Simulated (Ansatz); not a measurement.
AlCo, space group Pm-3m: an equation of state with a fit, run with the Python package of Ansatz (0.2.0).

`eos_alco.py`:
```python
import logging
import sys

import ansatz as az
from ase.eos import EquationOfState
from ase.units import GPa
import numpy as np

logging.basicConfig(stream=sys.stdout, format="[%(levelname)s] %(message)s")
log = logging.getLogger("calc")
log.setLevel(logging.INFO)

XC = "r2SCAN"
CUTOFF = 600
KMESH = (10, 10, 10)

VECTORS = np.array([
    [2.81940321, 0.0, 0.0],
    [0.0, 2.81940321, 0.0],
    [0.0, 0.0, 2.81940321],
])
SITES = [
    ("Al", (0.0, 0.0, 0.0), 0.0),
    ("Co", (0.5, 0.5, 0.5), 3.2),
]


def on_lattice(cell):
    crystal = az.Crystal(lattice=az.Lattice.of(cell))
    for symbol, position, moment in SITES:
        crystal = crystal.atom(symbol, position, moment=moment or None)
    return crystal


def main() -> None:
    volumes, energies = [], []
    for scale in np.linspace(0.88, 1.12, 7):
        cell = VECTORS * scale ** (1 / 3)
        model = on_lattice(cell).calculation()
        model = model.functional(XC).basis(CUTOFF)
        model = model.occupations(az.OccupationsMethod.FERMI_DIRAC).spin("collinear")
        model = model.kpoints(*KMESH)
        data = model.run(threads=1).report
        volumes.append(abs(np.linalg.det(cell)) / len(SITES))
        energies.append(data["free_energy_ev"] / len(SITES))
        log.info(f"V = {volumes[-1]:8.4f} A^3/atom  F = {energies[-1]:.5f} eV/atom")

    eos = EquationOfState(volumes, energies, eos="sj")
    v0, e0, bulk = eos.fit()
    log.info(f"V0 = {v0:.4f} A^3/atom, E0 = {e0:.5f} eV/atom, B = {bulk / GPa:.1f} GPa")
    eos.plot("eos.png")


if __name__ == "__main__":
    main()
```

From its runs, with one value withheld:

| V (Å³/atom) | F less the lowest row shown (meV/atom) |
| --- | --- |
| 9.861 | 135.50 |
| 10.309 | ? |
| 10.758 | 15.31 |
| 11.206 | 0.00 |
| 11.654 | 7.26 |
| 12.102 | 32.79 |
| 12.550 | 72.91 |

What is the missing energy at 10.309 Å³ an atom?

A third-order Birch-Murnaghan fit, E = E0 + (9 V0 B0 / 16) [(t - 1)³ B' + (t - 1)² (6 - 4t)] with t = (V0/V)^(2/3), through the 6 rows shown gives V0 = 11.271 Å³, B0 = 195.0 GPa, B' = 4.28 and E0 = -0.18 meV. At V = 10.309 Å³, t = 1.06126, and the fit interpolates to 58.21 meV. The run gave 58.37 meV, a miss of 0.15 meV.

Caveats:
- The SCF didn't keep the moments it started from (some shrank, vanished or turned); what is printed is the state reached.
- The mesh is modest for a metal, so energies can be off by several to tens of meV an atom and pressures by half a GPa or more; differences at equal mesh fare better.
- r2SCAN tends to overestimate the moments of itinerant magnets.
- This cell is a computed structure, which may not be the phase found in nature.
- By the engine's processor time: 78 s on 1 thread of Intel(R) Xeon(R) Processor @ 2.30GHz, with other jobs on the host, peak memory 0.56 GiB.
